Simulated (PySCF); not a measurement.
# C₂H₇PSi: NMR shifts at several levels of theory

Aim: compute the NMR shifts of C₂H₇PSi (`P[SiH]1CC1`) at several levels, and see how far they spread and what each costs.

The runs use PySCF 2.14.0, with density-fitted response routines of our own; the level of theory stands in each step. All values are computed, except where a source is named. Atoms are numbered from 0 throughout.

**1. Starting geometry**

11 atoms, charge 0, multiplicity 1; geometry from: GFN2-xTB.

Bonds of the start (Å): P0–Si1 2.22, Si1–C2 1.89, C2–C3 1.53, C3–Si1 1.89, P0–H4 1.39, P0–H5 1.39, Si1–H6 1.46, C2–H7 1.08, C2–H8 1.08, C3–H9 1.08, C3–H10 1.08.

**2. Geometry optimisation at PBE0-D3(BJ)/def2-SVP**

The job: settings as JSON, then the geometry in Å.

```
{"job": {"xc": "PBE0", "basis": "def2-SVP", "d3": "d3bj", "grid": 1, "kind": "geom"}, "charge": 0, "multiplicity": 1}
P      2.119410    -0.208480     0.820410
Si     0.350690    -0.206210    -0.526040
C     -1.325360    -0.464070     0.300400
C     -1.035520     0.990300    -0.070990
H      2.947440     0.460570    -0.067070
H      2.586360    -1.446100     0.404910
H      0.454150    -0.587960    -1.932150
H     -1.384100    -0.677180     1.357620
H     -2.125460    -0.937590    -0.248180
H     -1.660170     1.406060    -0.846540
H     -0.916600     1.676010     0.755690
```

Started as:

```sh
$ OMP_NUM_THREADS=1 python probes_run.py task.json out
```

This one command runs all jobs of the session in turn.

Standard output:

```text
step   0  E = -710.63406022  max force = 0.018284
step   1  E = -710.63731459  max force = 0.002256
step   2  E = -710.63739466  max force = 0.001228
step   3  E = -710.63741739  max force = 0.000477
step   4  E = -710.63742489  max force = 0.000172
optimisation converged
```

Run time: 15 s. Hardware: 1 thread of Arm Neoverse V1, shared host; peak memory 0.39 GiB.

Along the way:

```tsv
step	energy from step 0 (eV)	largest force component (eV/Å)
0	0.0000	0.9402
1	-0.0886	0.1160
2	-0.0907	0.0631
3	-0.0914	0.0245
4	-0.0916	0.0088
```

Close pairs (by a distance rule), those that changed most:

```tsv
bond	before (Å)	after (Å)	change (Å)
P0–H4	1.386	1.429	+0.043
P0–H5	1.387	1.429	+0.042
Si1–H6	1.461	1.487	+0.027
Si1–C3	1.887	1.866	-0.021
Si1–C2	1.886	1.866	-0.021
P0–Si1	2.223	2.240	+0.017
C3–H9	1.079	1.095	+0.016
C2–H8	1.080	1.095	+0.016
```

The next job starts from the end point, and lists it.

```tsv
at the end point	value
point group (found at 0.08 Å tolerance)	Cs
rotational constants (GHz, main isotopes)	10.342, 2.386, 2.347
dipole moment (D)	0.70
```

**3. Nuclear shieldings: PBE0/cc-pVDZ**

The job: settings as JSON, then the geometry in Å.

```
{"job": {"kind": "nmr", "xc": "PBE0", "basis": "cc-pVDZ", "pop": true}, "charge": 0, "multiplicity": 1}
P      2.099412    -0.206804     0.835753
Si     0.317762    -0.197261    -0.521178
C     -1.335580    -0.461013     0.302232
C     -1.043393     0.996070    -0.069235
H      2.955363     0.498323    -0.065386
H      2.573255    -1.490714     0.425169
H      0.451813    -0.588005    -1.950152
H     -1.358831    -0.704116     1.369960
H     -2.125963    -0.967538    -0.262372
H     -1.644294     1.431824    -0.874925
H     -0.878704     1.694584     0.758194
```

Method: GIAO PBE0/cc-pVDZ NMR shielding, non-relativistic, gas phase.

Standard output:

```text
coarse grid: 9760 points
cycle   1  E = -710.8297794870  dE =  2.564e-01  |g| = 3.654e-01  |ddm| = 5.711e+00
cycle   2  E = -710.7813743739  dE =  4.841e-02  |g| = 5.389e-01  |ddm| = 1.583e+00
cycle   3  E = -710.8695678664  dE = -8.819e-02  |g| = 2.855e-02  |ddm| = 9.235e-01
cycle   4  E = -710.8698234601  dE = -2.556e-04  |g| = 1.125e-02  |ddm| = 1.044e-01
cycle   5  E = -710.8698669160  dE = -4.346e-05  |g| = 2.470e-03  |ddm| = 3.803e-02
cycle   6  E = -710.8698691185  dE = -2.202e-06  |g| = 3.829e-04  |ddm| = 6.370e-03
final grid: 83872 points
cycle   7  E = -710.8835316824  dE = -8.746e-06  |g| = 6.221e-03  |ddm| = 4.438e-02
cycle   8  E = -710.8835190161  dE =  1.267e-05  |g| = 9.044e-03  |ddm| = 2.660e-02
cycle   9  E = -710.8835428617  dE = -2.385e-05  |g| = 4.373e-04  |ddm| = 1.576e-02
cycle  10  E = -710.8835429315  dE = -6.978e-08  |g| = 1.079e-04  |ddm| = 1.336e-03
cycle  11  E = -710.8835429357  dE = -4.216e-09  |g| = 2.353e-05  |ddm| = 3.172e-04
cycle  12  E = -710.8835429359  dE = -1.813e-10  |g| = 5.605e-06  |ddm| = 5.537e-05
converged SCF energy = -710.8835429359

GIAO shielding tensors (ppm)
atom      isotropic    diamagn.    paramagn.     s11        s22        s33       span
  0 P      636.830     967.373    -330.544    597.856    634.147    678.486     80.629
  1 Si     534.616     886.217    -351.601    429.687    446.232    727.928    298.241
  2 C      199.980     247.572     -47.592    178.381    197.080    224.479     46.098
  3 C      200.079     247.573     -47.494    178.395    197.307    224.534     46.139
  4 H       29.412      28.873       0.538     24.046     26.907     37.282     13.237
  5 H       29.419      28.868       0.552     24.068     26.887     37.303     13.235
  6 H       28.095      30.393      -2.298     21.510     25.660     37.114     15.605
  7 H       30.809      30.191       0.619     25.596     27.182     39.649     14.053
  8 H       30.616      29.520       1.096     25.410     26.128     40.312     14.902
  9 H       30.619      29.524       1.095     25.415     26.125     40.317     14.902
 10 H       30.809      30.196       0.613     25.595     27.186     39.647     14.051
```

Run time: 6.8 s. Hardware: 1 thread of Arm Neoverse V1, shared host; peak memory 0.51 GiB.

The references, computed at this level on geometries of the same kind, shield at (ppm): 1H TMS 31.29, 13C TMS 196.8, 29Si TMS 418.6, 31P H3PO4 389.4. Their shielding less the atom's gives the shift. The references are single molecules in the gas phase, so shifts against H2O, NH3, PH3, H3PO4 or CFCl3 are not on the usual liquid scales and can be off by tens of ppm. Atoms listed in one row are averaged.

```tsv
atoms	environment	σ (ppm)	δ (ppm)
C2, C3	three-membered-ring carbon	200.0	-3.3
H6	hydrogen on a silicon bonded to 2 C, P, in a 3-membered ring	28.09	3.20
H4, H5	hydrogen on a phosphorus bonded to Si	29.42	1.87
H8, H9	hydrogen on a three-membered-ring carbon	30.62	0.67
H7, H10	hydrogen on a three-membered-ring carbon	30.81	0.48
P0	phosphorus bonded to Si, 2 H	636.8	-247.4
Si1	silicon bonded to 2 C, P, H, in a 3-membered ring	534.6	-116.0
```

Charges from the same density, by scheme (e):

```tsv
atoms	Mulliken	IAO	Hirshfeld	ESP fit
P0	-0.12	-0.08	0.00	-0.22
Si1	0.16	0.56	0.23	0.16
C2, C3	-0.18	-0.51	-0.16	-0.32
```

Mayer bond orders: P0–Si1 1.07, Si1–C2 1.03, C2–C3 0.96, C3–Si1 1.03.

Ring of atoms Si1, C2, C3: NICS(0) -28.3, NICS(1) -7.9, NICS(1)zz -17.6 ppm (means of both faces).

In rings of three or four atoms NICS is ruled by the nearby σ bonds, so it says little on aromaticity.

**4. NMR shieldings: PBE0/cc-pVTZ**

Same as in step 3 but for these lines:

```diff
@@ -1,2 +1,2 @@
-{"job": {"kind": "nmr", "xc": "PBE0", "basis": "cc-pVDZ", "pop": true}, "charge": 0, "multiplicity": 1}
+{"job": {"kind": "nmr", "xc": "PBE0", "basis": "cc-pVTZ", "pop": true}, "charge": 0, "multiplicity": 1}
 P      2.099412    -0.206804     0.835753
```

Method: GIAO PBE0/cc-pVTZ NMR shielding, non-relativistic, gas phase.

Standard output:

```text
coarse grid: 9760 points
cycle   1  E = -710.8865510683  dE =  2.186e-01  |g| = 4.004e-01  |ddm| = 6.007e+00
cycle   2  E = -710.8282713985  dE =  5.828e-02  |g| = 5.948e-01  |ddm| = 1.544e+00
cycle   3  E = -710.9307269542  dE = -1.025e-01  |g| = 3.794e-02  |ddm| = 9.453e-01
cycle   4  E = -710.9311534943  dE = -4.265e-04  |g| = 1.408e-02  |ddm| = 9.891e-02
cycle   5  E = -710.9312144720  dE = -6.098e-05  |g| = 3.585e-03  |ddm| = 3.242e-02
cycle   6  E = -710.9312177303  dE = -3.258e-06  |g| = 8.090e-04  |ddm| = 7.457e-03
final grid: 83872 points
cycle   7  E = -710.9386173030  dE = -3.725e-05  |g| = 6.579e-03  |ddm| = 8.247e-02
cycle   8  E = -710.9386047861  dE =  1.252e-05  |g| = 9.230e-03  |ddm| = 2.486e-02
cycle   9  E = -710.9386282598  dE = -2.347e-05  |g| = 6.878e-04  |ddm| = 1.500e-02
cycle  10  E = -710.9386283909  dE = -1.310e-07  |g| = 2.002e-04  |ddm| = 1.363e-03
cycle  11  E = -710.9386284039  dE = -1.309e-08  |g| = 4.427e-05  |ddm| = 4.389e-04
cycle  12  E = -710.9386284045  dE = -5.891e-10  |g| = 1.019e-05  |ddm| = 8.788e-05
converged SCF energy = -710.9386284045

GIAO shielding tensors (ppm)
atom      isotropic    diamagn.    paramagn.     s11        s22        s33       span
  0 P      600.405     968.524    -368.119    561.763    597.628    641.822     80.059
  1 Si     487.959     889.632    -401.673    373.401    392.469    698.008    324.606
  2 C      191.782     244.542     -52.759    170.727    187.236    217.384     46.657
  3 C      191.891     244.542     -52.650    170.732    187.498    217.444     46.713
  4 H       29.200      28.712       0.489     23.866     26.829     36.906     13.040
  5 H       29.209      28.708       0.501     23.890     26.808     36.930     13.041
  6 H       27.921      30.064      -2.143     21.531     25.630     36.601     15.070
  7 H       30.814      29.759       1.055     25.708     27.003     39.731     14.022
  8 H       30.613      29.484       1.128     25.307     26.176     40.355     15.048
  9 H       30.614      29.490       1.125     25.311     26.174     40.359     15.048
 10 H       30.813      29.763       1.050     25.707     27.006     39.727     14.020
```

It took 21 s on 1 thread of Arm Neoverse V1, shared host; peak memory 0.87 GiB.

Key values: δ C2 -4.5, P0 -280.7, Si1 -128.0, H6 3.37, H4 2.09 ppm (means over like atoms).

**5. Nuclear shieldings: PBE0/aug-cc-pVDZ**

Same as in step 4 but for these lines:

```diff
@@ -1,2 +1,2 @@
-{"job": {"kind": "nmr", "xc": "PBE0", "basis": "cc-pVTZ", "pop": true}, "charge": 0, "multiplicity": 1}
+{"job": {"kind": "nmr", "xc": "PBE0", "basis": "aug-cc-pVDZ", "pop": true}, "charge": 0, "multiplicity": 1}
 P      2.099412    -0.206804     0.835753
```

Level: GIAO PBE0/aug-cc-pVDZ NMR shielding, non-relativistic, gas phase.

Standard output:

```text
coarse grid: 9760 points
cycle   1  E = -710.8368154487  dE =  2.535e-01  |g| = 3.732e-01  |ddm| = 6.863e+00
cycle   2  E = -710.7823118437  dE =  5.450e-02  |g| = 5.611e-01  |ddm| = 1.841e+00
cycle   3  E = -710.8778144248  dE = -9.550e-02  |g| = 3.110e-02  |ddm| = 1.073e+00
cycle   4  E = -710.8781293380  dE = -3.149e-04  |g| = 1.174e-02  |ddm| = 1.227e-01
cycle   5  E = -710.8781770716  dE = -4.773e-05  |g| = 2.779e-03  |ddm| = 3.946e-02
cycle   6  E = -710.8781797787  dE = -2.707e-06  |g| = 5.100e-04  |ddm| = 7.880e-03
final grid: 83872 points
cycle   7  E = -710.8918776413  dE = -1.078e-05  |g| = 6.247e-03  |ddm| = 1.064e-01
cycle   8  E = -710.8918641748  dE =  1.347e-05  |g| = 9.200e-03  |ddm| = 3.075e-02
cycle   9  E = -710.8918888613  dE = -2.469e-05  |g| = 4.562e-04  |ddm| = 1.809e-02
cycle  10  E = -710.8918889363  dE = -7.502e-08  |g| = 1.217e-04  |ddm| = 1.452e-03
cycle  11  E = -710.8918889417  dE = -5.390e-09  |g| = 2.671e-05  |ddm| = 3.514e-04
cycle  12  E = -710.8918889420  dE = -2.548e-10  |g| = 6.356e-06  |ddm| = 8.042e-05
converged SCF energy = -710.8918889420

GIAO shielding tensors (ppm)
atom      isotropic    diamagn.    paramagn.     s11        s22        s33       span
  0 P      635.477     964.165    -328.688    597.410    637.119    671.902     74.492
  1 Si     536.834     882.320    -345.486    433.940    445.946    730.615    296.676
  2 C      199.308     200.727      -1.419    177.714    196.882    223.328     45.613
  3 C      199.417     200.747      -1.330    177.721    197.136    223.393     45.672
  4 H       29.309      26.431       2.878     23.872     26.949     37.106     13.234
  5 H       29.318      26.425       2.894     23.897     26.929     37.129     13.233
  6 H       27.894      24.894       3.000     21.340     25.584     36.759     15.419
  7 H       30.929      30.261       0.668     25.815     27.244     39.728     13.912
  8 H       30.735      32.736      -2.001     25.507     26.324     40.375     14.868
  9 H       30.737      32.733      -1.996     25.510     26.322     40.379     14.868
 10 H       30.928      30.253       0.675     25.814     27.247     39.723     13.909
```

Run time: 14 s. Hardware: 1 thread of Arm Neoverse V1, shared host; peak memory 0.76 GiB.

In short: δ C2 -4.2, P0 -263.4, Si1 -120.1, H6 3.50, H4 2.08 ppm (means over like atoms).

**6. Nuclear shieldings: PBE0/IGLO-III**

Same as in step 5 but for these lines:

```diff
@@ -1,2 +1,2 @@
-{"job": {"kind": "nmr", "xc": "PBE0", "basis": "aug-cc-pVDZ", "pop": true}, "charge": 0, "multiplicity": 1}
+{"job": {"kind": "nmr", "xc": "PBE0", "basis": "IGLO-III", "pop": true}, "charge": 0, "multiplicity": 1}
 P      2.099412    -0.206804     0.835753
```

Method: GIAO PBE0/IGLO-III NMR shielding, non-relativistic, gas phase.

Standard output:

```text
coarse grid: 9760 points
cycle   1  E = -710.8840486366  dE =  1.769e-01  |g| = 4.330e-01  |ddm| = 2.379e+00
cycle   2  E = -710.8250972285  dE =  5.895e-02  |g| = 6.072e-01  |ddm| = 7.439e-01
cycle   3  E = -710.9279097366  dE = -1.028e-01  |g| = 5.901e-02  |ddm| = 5.057e-01
cycle   4  E = -710.9288425588  dE = -9.328e-04  |g| = 1.260e-02  |ddm| = 7.251e-02
cycle   5  E = -710.9288832731  dE = -4.071e-05  |g| = 4.925e-03  |ddm| = 2.000e-02
cycle   6  E = -710.9288883686  dE = -5.096e-06  |g| = 8.205e-04  |ddm| = 5.536e-03
final grid: 83872 points
cycle   7  E = -710.9357621495  dE = -5.824e-05  |g| = 6.802e-03  |ddm| = 3.744e-02
cycle   8  E = -710.9357504307  dE =  1.172e-05  |g| = 9.088e-03  |ddm| = 1.149e-02
cycle   9  E = -710.9357722240  dE = -2.179e-05  |g| = 9.111e-04  |ddm| = 7.371e-03
cycle  10  E = -710.9357724174  dE = -1.934e-07  |g| = 2.618e-04  |ddm| = 9.002e-04
cycle  11  E = -710.9357724353  dE = -1.783e-08  |g| = 7.057e-05  |ddm| = 3.213e-04
cycle  12  E = -710.9357724366  dE = -1.374e-09  |g| = 9.651e-06  |ddm| = 7.501e-05
cycle  13  E = -710.9357724367  dE = -2.319e-11  |g| = 2.086e-06  |ddm| = 1.520e-05
converged SCF energy = -710.9357724367

GIAO shielding tensors (ppm)
atom      isotropic    diamagn.    paramagn.     s11        s22        s33       span
  0 P      587.348     969.544    -382.196    544.524    589.191    628.329     83.806
  1 Si     474.564     889.952    -415.388    353.672    375.367    694.654    340.982
  2 C      188.748     251.062     -62.315    167.030    184.209    215.004     47.974
  3 C      188.863     251.064     -62.202    167.036    184.486    215.065     48.029
  4 H       29.229      29.373      -0.144     23.974     26.838     36.875     12.901
  5 H       29.239      29.375      -0.136     23.997     26.819     36.900     12.903
  6 H       27.938      30.182      -2.244     21.711     25.603     36.501     14.789
  7 H       30.875      30.398       0.478     25.815     27.146     39.664     13.848
  8 H       30.689      30.243       0.446     25.473     26.321     40.273     14.800
  9 H       30.690      30.247       0.444     25.476     26.318     40.277     14.801
 10 H       30.875      30.401       0.473     25.814     27.150     39.659     13.844
```

Wall time 21 s (1 thread of Arm Neoverse V1, shared host); peak memory 0.87 GiB.

In short: δ C2 -5.0, P0 -280.6, Si1 -129.2, H6 3.44, H4 2.14 ppm (means over like atoms).

**7. Nuclear shieldings: PBE0/pcSseg-0**

Same as in step 6 but for these lines:

```diff
@@ -1,2 +1,2 @@
-{"job": {"kind": "nmr", "xc": "PBE0", "basis": "IGLO-III", "pop": true}, "charge": 0, "multiplicity": 1}
+{"job": {"kind": "nmr", "xc": "PBE0", "basis": "pcSseg-0", "pop": true}, "charge": 0, "multiplicity": 1}
 P      2.099412    -0.206804     0.835753
```

Level: GIAO PBE0/pcSseg-0 NMR shielding, non-relativistic, gas phase.

Standard output:

```text
coarse grid: 9760 points
cycle   1  E = -709.8455928665  dE =  1.828e-01  |g| = 3.228e-01  |ddm| = 3.485e+00
cycle   2  E = -709.8180922655  dE =  2.750e-02  |g| = 4.448e-01  |ddm| = 1.434e+00
cycle   3  E = -709.8796296408  dE = -6.154e-02  |g| = 2.239e-02  |ddm| = 8.814e-01
cycle   4  E = -709.8797503997  dE = -1.208e-04  |g| = 1.064e-02  |ddm| = 5.513e-02
cycle   5  E = -709.8797881196  dE = -3.772e-05  |g| = 1.975e-03  |ddm| = 2.488e-02
cycle   6  E = -709.8797895147  dE = -1.395e-06  |g| = 2.444e-04  |ddm| = 5.612e-03
final grid: 83872 points
cycle   7  E = -709.9431879026  dE = -9.564e-06  |g| = 3.747e-03  |ddm| = 2.200e-02
cycle   8  E = -709.9431851317  dE =  2.771e-06  |g| = 4.861e-03  |ddm| = 1.347e-02
cycle   9  E = -709.9431918806  dE = -6.749e-06  |g| = 3.302e-04  |ddm| = 8.329e-03
cycle  10  E = -709.9431919181  dE = -3.746e-08  |g| = 8.124e-05  |ddm| = 8.874e-04
cycle  11  E = -709.9431919204  dE = -2.295e-09  |g| = 1.440e-05  |ddm| = 2.026e-04
cycle  12  E = -709.9431919205  dE = -8.981e-11  |g| = 1.994e-06  |ddm| = 4.893e-05
converged SCF energy = -709.9431919205

GIAO shielding tensors (ppm)
atom      isotropic    diamagn.    paramagn.     s11        s22        s33       span
  0 P      654.993     964.764    -309.771    617.627    639.983    707.368     89.741
  1 Si     494.151     879.257    -385.106    379.607    393.323    709.524    329.917
  2 C      197.071     260.259     -63.188    171.225    196.985    223.003     51.778
  3 C      197.158     260.249     -63.091    171.255    197.177    223.043     51.789
  4 H       31.161      29.018       2.142     25.584     28.159     39.740     14.156
  5 H       31.166      29.025       2.140     25.590     28.149     39.758     14.167
  6 H       30.021      28.650       1.370     23.822     27.440     38.800     14.978
  7 H       31.982      31.720       0.262     26.438     28.170     41.338     14.900
  8 H       31.929      32.433      -0.504     26.418     27.026     42.343     15.924
  9 H       31.931      32.436      -0.504     26.423     27.024     42.347     15.924
 10 H       31.981      31.724       0.257     26.433     28.174     41.336     14.902
```

Run time: 3.7 s. Hardware: 1 thread of Arm Neoverse V1, shared host; peak memory 0.46 GiB.

Key values: δ C2 -3.6, P0 -373.6, Si1 -145.6, H6 2.81, H4 1.67 ppm (means over like atoms).

**8. Comparing the runs: NMR shifts**

Shifts (ppm), means over like atoms, with basis size and wall time:

```tsv
run	C2	H6	H4	H8	H7	P0	Si1	functions	time
PBE0/cc-pVDZ	-3.3	3.20	1.87	0.67	0.48	-247.4	-116.0	99	6.8 s
PBE0/cc-pVTZ	-4.5	3.37	2.09	0.68	0.48	-280.7	-128.0	226	21 s
PBE0/aug-cc-pVDZ	-4.2	3.50	2.08	0.66	0.47	-263.4	-120.1	163	14 s
PBE0/IGLO-III	-5.0	3.44	2.14	0.68	0.50	-280.6	-129.2	228	21 s
PBE0/pcSseg-0	-3.6	2.81	1.67	0.90	0.85	-373.6	-145.6	58	3.7 s
```

**9. Summary of results**

```
                                                              quantity                       value
                                                           point group                          Cs
                                  rotational constants (main isotopes)       10.34, 2.39, 2.35 GHz
13C shifts against TMS (PBE0/cc-pVDZ, means over atoms taken as alike)                    -3.3 ppm
 1H shifts against TMS (PBE0/cc-pVDZ, means over atoms taken as alike)  3.20, 1.87, 0.67, 0.48 ppm
                               31P shifts against H3PO4 (PBE0/cc-pVDZ)                  -247.4 ppm
                                29Si shifts against TMS (PBE0/cc-pVDZ)                  -116.0 ppm
                                              range of the shift of P0        -373.6 to -247.4 ppm
```

Single values in the summary come from the first run of each kind that ended normally (PBE0/cc-pVDZ), which need not be the best level. The optimisation took 4 steps and gained 0.092 eV; among the close pairs (by a distance rule), P0–H4 changed most, from 1.386 to 1.429 Å. At PBE0/cc-pVDZ: Shielding is most anisotropic at Si1 (span 298 ppm, paramagnetic term -352 ppm). Across the 5 runs the shift of P0 moves most, between -373.6 (PBE0/pcSseg-0) and -247.4 ppm (PBE0/cc-pVDZ). Most of that comes from the computed reference, not from the atom's own shielding.
